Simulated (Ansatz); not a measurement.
# CdGa2O3: the cost of one run

Computed with Ansatz 0.2.0 (DFT PBE, scalar-relativistic, plane waves, PAW, unless a step's input says otherwise).

3 further runs of the same task are left out: 2 that didn't finish, 1 set aside as unsound or not needed.

**1. The structure to begin with**

Symmetry: R-3m, No. 166, trigonal system. Conventional cell: a = 5.970 Å, b = 5.970 Å, c = 8.250 Å, α = 90.00°, β = 90.00°, γ = 120.00°. Around Cd (site symmetry -3m) lie 6 O at 2.20 Å. Around Ga (site symmetry 3m) lie 3 O at 2.14 Å. Around O (site symmetry 2/m) lie 2 Ga at 2.14 Å and 2 Cd at 2.20 Å.

As a file:

```xyz
6
Lattice="2.9851 1.7234 2.7499 -2.9851 1.7234 2.7499 0.0000 -3.4469 2.7499" Properties=species:S:1:pos:R:3 pbc="T T T"
Cd    0.0000    0.0000    4.1249
Ga    0.0000    0.0000    6.7698
Ga    0.0000    0.0000    1.4800
O     1.4926   -0.8617    2.7499
O     0.0000    1.7234    2.7499
O    -1.4926   -0.8617    2.7499
```

It is the end of an earlier relaxation with the same method, from a database cell with other species swapped in; it is a trial structure. At a tolerance of 0.05 Å it has space group R-3m (No. 166); it has 14.15 Å³/atom, an uncorrected energy of -0.71 eV/atom over the elements.

**2. Electronic structure at the relaxed geometry**

input.yaml reads:

```yaml
crystal:
  lattice:
    - [2.9851020113, 1.7234494498, 2.7499018899]
    - [-2.9851020113, 1.7234494498, 2.7499018899]
    - [0.0, -3.4468988996, 2.7499018899]
  atoms:
    - { symbol: Cd, position: [0.5, 0.5, 0.5] }
    - { symbol: Ga, position: [0.8206056321, 0.8206056321, 0.8206056321] }
    - { symbol: Ga, position: [0.1793943679, 0.1793943679, 0.1793943679] }
    - { symbol: O, position: [0.5, 0.0, 0.5] }
    - { symbol: O, position: [0.5, 0.5, 0.0] }
    - { symbol: O, position: [0.0, 0.5, 0.5] }
basis:
  ecutwfc: 420
kpoints:
  mp_grid: { grid: [12, 12, 12] }
  band_path:
    path:
      - [[0.0, 0.0, 0.0], [0.5, 0.5, 0.5], [0.57147196, 0.42852804, 0.5]]
      - [[0.5, -0.42852804, 0.42852804], [0.5, 0.0, 0.0], [0.0, 0.0, 0.0], [0.46426402, -0.46426402, 0.0]]
      - [[0.53573598, 0.0, 0.46426402], [0.5, 0.0, 0.5], [0.0, 0.0, 0.0]]
    npoints: 14
hamiltonian:
  xc: pbe
scf:
  occupations: { method: gaussian, width: 0.1 }
  n_extra_bands: 15
output:
  forces: true
  stress: true
  eigenvalues: true
  populations: true
  dos: { projected: true, de: 0.02, nscf_kmesh: { grid: [15, 15, 15] } }
  bader: true
  write_density: true
  write_potential: true
  elf: true
  volumetric_format: npy
```

Started as:

```sh
$ ansatz run input.yaml --threads 1 --pin off --max-ram 2560MiB --backend cpu --events-out ev --progress --plain --runs-dir out
```

Q: Estimate wall time and peak memory on 1 thread of Intel Xeon at 2.70GHz, shared host.

About 2.1 min, with a peak of 1.1 GiB.
